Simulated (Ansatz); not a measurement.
**C4H10O3: up Jacob's ladder to CCSD(T)**

The task here is to estimate one member of a computed series from the others.

Computed with Ansatz 0.2.0, Gaussian basis. Level: functionals in def2-TZVPP, the program's frozen cores in correlated methods.

The runs, in order: PBE-D4, r2SCAN-D4, PBE0-D4, B3LYP-D4, ωB97X-V, ωB97M-V, B2PLYP; CCSD(T)/def2-TZVPP; MP2/def2-QZVPP; extrapolation to the limit.

## Structure used throughout

An earlier PBE0-D4 in a triple-zeta def2 set relaxation fixed the geometry.

SMILES `OCCOCCO`, 17 atoms, charge 0, spin multiplicity 1.

Atoms are counted from 1 here; the program's logs count them from 0.

Bond lengths: O1–C2 1.407 Å, O1–H8 0.964 Å, C2–C3 1.512 Å, C2–H9 1.094 Å, C2–H10 1.101 Å, C3–O4 1.421 Å, C3–H11 1.094 Å, C3–H12 1.093 Å, O4–C5 1.409 Å, C5–C6 1.508 Å, C5–H13 1.094 Å, C5–H14 1.098 Å, C6–O7 1.414 Å, C6–H15 1.100 Å, C6–H16 1.097 Å, O7–H17 0.959 Å. Angles: C2–O1–H8 106.0°, O1–C2–C3 111.2°, O1–C2–H9 107.6°, O1–C2–H10 110.8°, C3–C2–H9 109.6°, C3–C2–H10 110.1°, H9–C2–H10 107.3°, C2–C3–O4 110.3°, C2–C3–H11 111.5°, C2–C3–H12 109.5°, O4–C3–H11 111.0°, O4–C3–H12 105.7°, H11–C3–H12 108.7°, C3–O4–C5 115.3°, O4–C5–C6 112.9°, O4–C5–H13 107.0°, O4–C5–H14 111.3°, C6–C5–H13 108.3° and more.

As a file:

```
O    -0.2231   -0.1836   -2.9836
C     0.7996   -0.2357   -2.0181
C     0.3275   -0.9234   -0.7574
O    -0.8390   -0.2857   -0.2560
C    -0.6062    0.8235    0.5807
C    -0.5390    0.4534    2.0412
O     0.6700   -0.2345    2.2927
H    -1.0286    0.0424   -2.5052
H     1.6351   -0.7935   -2.4500
H     1.1672    0.7750   -1.7834
H     1.1143   -0.9548    0.0015
H     0.0260   -1.9475   -0.9923
H    -1.4443    1.5128    0.4389
H     0.3118    1.3532    0.2956
H    -0.5985    1.3772    2.6357
H    -1.4092   -0.1693    2.2847
H     0.6363   -0.6096    3.1749
```

The first run:

The input, in.yaml:

```yaml
crystal:
  periodic: [false, false, false]
  atoms:
    - {symbol: O, position_ang: [-0.223062, -0.183606, -2.983560]}
    - {symbol: C, position_ang: [0.799591, -0.235660, -2.018066]}
    - {symbol: C, position_ang: [0.327512, -0.923450, -0.757361]}
    - {symbol: O, position_ang: [-0.838992, -0.285714, -0.255971]}
    - {symbol: C, position_ang: [-0.606179, 0.823512, 0.580656]}
    - {symbol: C, position_ang: [-0.539013, 0.453444, 2.041230]}
    - {symbol: O, position_ang: [0.670005, -0.234489, 2.292657]}
    - {symbol: H, position_ang: [-1.028635, 0.042443, -2.505157]}
    - {symbol: H, position_ang: [1.635131, -0.793541, -2.450023]}
    - {symbol: H, position_ang: [1.167246, 0.775021, -1.783354]}
    - {symbol: H, position_ang: [1.114274, -0.954788, 0.001549]}
    - {symbol: H, position_ang: [0.026024, -1.947500, -0.992271]}
    - {symbol: H, position_ang: [-1.444300, 1.512842, 0.438873]}
    - {symbol: H, position_ang: [0.311820, 1.353167, 0.295594]}
    - {symbol: H, position_ang: [-0.598522, 1.377216, 2.635662]}
    - {symbol: H, position_ang: [-1.409163, -0.169270, 2.284672]}
    - {symbol: H, position_ang: [0.636273, -0.609618, 3.174873]}
basis:
  gaussian: {orbitals: def2-TZVPP}
hamiltonian: {xc: pbe, dispersion: d4}
output: {forces: true, orbitals: {seedname: orbitals}}
```

Started as:

```console
> ansatz run in.yaml --threads 2 --pin off --events-out ev --progress --plain --max-ram 32768MiB --backend cuda --devices 0, --max-vram 18GiB
```

Among the steps run: PBE-D4 (GGA); r2SCAN-D4 (meta-GGA); PBE0-D4 (hybrid); B3LYP-D4 (hybrid); ωB97X-V (range-separated); ωB97M-V (range-separated); B2PLYP (double hybrid); CCSD(T) in def2-TZVPP; MP2 in def2-QZVPP.

One table of the session follows, with a row left open; its other results are not shown here.

It belongs to the step «Atomisation energies». 

```
            method  atoms, summed (eV)  atomisation energy (kJ/mol)
            PBE-D4          -10373.227                       6804.5
         r2SCAN-D4          -10381.329                       6647.1
           PBE0-D4          -10375.366                       6657.5
          B3LYP-D4          -10387.900                       6626.7
           ωB97X-V          -10383.772                       6647.8
           ωB97M-V          -10382.727                       6657.6
            B2PLYP          -10379.783                       6563.2
     HF/def2-TZVPP                   ?                            ?
    MP2/def2-TZVPP          -10364.935                       6596.8
   CCSD/def2-TZVPP          -10368.512                       6374.7
CCSD(T)/def2-TZVPP          -10368.965                       6475.6
           MP2/CBS          -10368.588                       6766.8
       CCSD(T)/CBS          -10372.618                       6645.5
```

**Question.** Estimate the row for HF/def2-TZVPP.

**Answer.** atoms, summed (eV): -10346.174; atomisation energy (kJ/mol): 4711.9. In the column «atoms, summed (eV)» it is the highest.
